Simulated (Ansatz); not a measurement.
# In2Sb: the cost of one run

Program: Ansatz 0.2.0. Level of theory: DFT r2SCAN, scalar-relativistic, plane waves, PAW. These are calculated values, not measurements.

1 further run of the same task is left out (it didn't finish).

## (1) The structure to begin with

The structure is hexagonal, space group P6_3/mmc (No. 194). Conventional cell: a = 5.380 Å, b = 5.380 Å, c = 6.723 Å, α = 90.00°, β = 90.00°, γ = 120.00°. Around In (site symmetry -6m2) lie 5 Sb at 3.11 to 3.36 Å and 6 In at 3.53 Å. In (site symmetry -3m) is surrounded by 8 In at 3.36 to 3.53 Å and 6 Sb at 3.53 Å. Sb (site symmetry -6m2) has 11 In at 3.11 to 3.53 Å as nearest neighbours.

As a file:

```
In Sb
1.0
     5.37990    0.00000    0.00000
    -2.68995    4.65913    0.00000
     0.00000    0.00000    6.72255
In Sb
4 2
Direct
  0.66667 0.33333 0.25000
  0.33333 0.66667 0.75000
  0.00000 0.00000 0.50000
  0.00000 0.00000 0.00000
  0.66667 0.33333 0.75000
  0.33333 0.66667 0.25000
```

The structure comes from the Materials Project (structure only).

(A quick probe on a coarse mesh, which set the mesh and smearing, is not shown.)

## (3) Full relaxation

input.yaml

```yaml
crystal:
  lattice:
    - [5.3799042018, 0.0, 0.0]
    - [-2.6899521009, 4.6591337087, 0.0]
    - [0.0, 0.0, 6.722552]
  atoms:
    - { symbol: In, position: [0.66666667, 0.33333333, 0.25] }
    - { symbol: In, position: [0.33333333, 0.66666667, 0.75] }
    - { symbol: In, position: [0.0, 0.0, 0.5] }
    - { symbol: In, position: [0.0, 0.0, 0.0] }
    - { symbol: Sb, position: [0.66666667, 0.33333333, 0.75] }
    - { symbol: Sb, position: [0.33333333, 0.66666667, 0.25] }
basis:
  ecutwfc: 500
kpoints:
  mp_grid: { grid: [12, 12, 6] }
hamiltonian:
  xc: r2scan
scf:
  occupations: { method: gaussian, width: 0.1 }
output:
  forces: true
  stress: true
  eigenvalues: true
relax:
  adjacent_minimum: "off"
  f_tol: 0.005
  max_steps: 80
  cell: { stress_tol: 0.05 }
```

Launch:

```bash
ansatz run input.yaml --threads 1 --pin off --max-ram 2560MiB --backend cpu --events-out ev --progress --plain --runs-dir out
```

**Question.** How long does this run take on 1 thread of AMD EPYC 9R45 (Zen 5), shared host, and how much memory does it need?

About 2.1 min, with a peak of 1.2 GiB.
